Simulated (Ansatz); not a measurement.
# ScB2: response to strain

ScB2 is deformed so: zz strain of +1 %. What stress and forces result, by LAPW, PAW and all-electron datasets made for the crystal?

Computed with Ansatz 0.2.0 (DFT PBEsol, scalar-relativistic, unless a step's input says otherwise).

## (1) The structure to begin with

The structure is hexagonal, space group P6/mmm (No. 191). Conventional cell: a = 3.150 Å, b = 3.150 Å, c = 3.520 Å, α = 90.00°, β = 90.00°, γ = 120.00°. Around Sc (site symmetry 6/mmm) lie 12 B at 2.53 Å. B (site symmetry -6m2) has 3 B at 1.82 Å and 6 Sc at 2.53 Å in its first shell of neighbours.

Coordinates:

```
Sc B
1.0
     3.15000    0.00000    0.00000
    -1.57500    2.72798    0.00000
     0.00000    0.00000    3.52000
Sc B
1 2
Direct
  0.00000 0.00000 0.00000
  0.33333 0.66667 0.50000
  0.66667 0.33333 0.50000
```

Atoms are numbered in the order of the input: Sc1, B2, B3.

## (2) The deformed structure

Space group P6/mmm before, P6/mmm after.

## (3) Full-potential LAPW

Contents of input.yaml:

```yaml
crystal:
  lattice:
    - [3.1499999905, 0.0, 0.0]
    - [-1.5749999953, 2.7279800137, 0.0]
    - [0.0, 0.0, 3.5552]
  atoms:
    - { symbol: Sc, position: [0.0, 0.0, 0.0] }
    - { symbol: B, position: [0.3333333333, 0.6666666667, 0.5] }
    - { symbol: B, position: [0.6666666667, 0.3333333333, 0.5] }
kpoints:
  mp_grid: { grid: [12, 12, 9] }
  band_path:
    path:
      - [0.0, 0.0, 0.0]
      - [0.5, 0.0, 0.0]
      - [0.3333333333, 0.3333333333, 0.0]
      - [0.0, 0.0, 0.0]
      - [0.0, 0.0, 0.5]
      - [0.5, 0.0, 0.5]
      - [0.3333333333, 0.3333333333, 0.5]
      - [0.0, 0.0, 0.5]
      - [0.5, 0.0, 0.5]
    npoints: 5
scf:
  occupations: { method: fermi_dirac, width: 0.03 }
hamiltonian:
  xc: pbesol
  pseudopotentials: { kind: all_electron, lapw: { basis_error: 0.001 } }
output:
  forces: true
  stress: true
  eigenvalues: true
```

Launch:

```
ansatz run input.yaml --threads 1 --pin off --max-ram 4096MiB --backend cpu --events-out ev --progress --plain --runs-dir out
```

## (4) Frozen-core PAW

Contents of input.yaml:

```yaml
crystal:
  lattice:
    - [3.1499999905, 0.0, 0.0]
    - [-1.5749999953, 2.7279800137, 0.0]
    - [0.0, 0.0, 3.5552]
  atoms:
    - { symbol: Sc, position: [0.0, 0.0, 0.0] }
    - { symbol: B, position: [0.3333333333, 0.6666666667, 0.5] }
    - { symbol: B, position: [0.6666666667, 0.3333333333, 0.5] }
kpoints:
  mp_grid: { grid: [12, 12, 9] }
scf:
  occupations: { method: fermi_dirac, width: 0.03 }
hamiltonian:
  xc: pbesol
  pseudopotentials: { kind: paw }
output:
  forces: true
  stress: true
  eigenvalues: true
  efg: { contact_densities: true }
  write_density: true
  write_potential: true
  elf: true
  volumetric_format: npy
```

## (5) Datasets made for this crystal

input.yaml, as its differences from that of step 4:

```diff
@@ -15,3 +15,3 @@
   xc: pbesol
-  pseudopotentials: { kind: paw }
+  pseudopotentials: { kind: all_electron, datasets: crystal }
 output:
@@ -21,5 +21 @@
   efg: { contact_densities: true }
-  write_density: true
-  write_potential: true
-  elf: true
-  volumetric_format: npy
```

(Steps that only read results are left out.)

Q: Predict the outcome of this session. Wanted: pressure; largest shear or deviatoric stress.

**Answer**, as computed:

| quantity | value |
| --- | --- |
| pressure | LAPW -6.40, PAW -6.40, crystal datasets -6.41 GPa |
| largest shear or deviatoric stress (LAPW) | 1.91 GPa |

**Reading.** The largest part of the stress beyond the pressure is 1.91 GPa in size, in the zz component; the atoms are carried along and not relaxed. No run of the undeformed cell stands beside it, so pressure and stress hold what the given cell had before the change, as far as its symmetry allows. PAW: stress within 0.04 GPa of LAPW. Crystal datasets: stress within 0.01 GPa of LAPW.
